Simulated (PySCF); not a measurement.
**A diatomic session: SnPb**

The task here is to estimate one member of a computed series from the others.

Method: Sn aug-cc-pVDZ-PP with ECP28, Pb aug-cc-pVDZ-PP with ECP60, scalar-relativistic core potentials; program: PySCF 2.14.0.

Set-up of the first run:

The job is set up so:

```
atoms                         : Sn, Pb
charge                        : 0
basis                         : Sn aug-cc-pVDZ-PP with ECP28, Pb aug-cc-pVDZ-PP with ECP60
Hamiltonian                   : scalar-relativistic core potentials
basis functions               : 64
electrons treated             : 44
masses in u                   : 119.9022, 207.9766
levels                        : PBE0, PBE, r²SCAN, LDA, M06-L, M06, HSE06, HF, MP2, SCS-MP2
grid                          : 80 radial by 434 angular points
occupations                   : held fixed by the projection of orbital angular momentum
dissociation limit            : Sn + Pb, each in its ground configuration
starting distance in angstrom : 2.745
values of 2S to try           : 0, 2, 4
```

Command:

```
$ OMP_NUM_THREADS=1 python dia.py task.json out
```

Among the steps run: The job; The PBE0 curve of the state that the search chose; Other states along the same grid; PBE; r²SCAN; LDA; M06-L; M06; HSE06; UHF.

One table of the session follows, with a row left open; its other results are not shown here.

```
      level  Re (Å)  ωe (cm⁻¹)  De (eV)  μ (D)
        UHF   2.796      183.7     0.70   0.84
    UHF-MP2   2.844      163.6     1.91    n/a
UHF-SCS-MP2   2.838      166.8     1.69    n/a
        LDA   2.821      164.8     3.11   0.47
        PBE   2.873      155.9     2.52   0.61
     r²SCAN       ?          ?        ?      ?
      M06-L   2.890      154.4     2.78   0.64
       PBE0   2.825      168.7     2.27   0.67
        M06   2.883      158.5     2.89   0.54
      HSE06   2.836      166.1     2.36   0.64
```

**Question.** Estimate the row for r²SCAN.

As computed: Re (Å): 2.838; ωe (cm⁻¹): 164.5; De (eV): 2.31; μ (D): 0.67.

De is counted to Sn + Pb in their ground configurations.
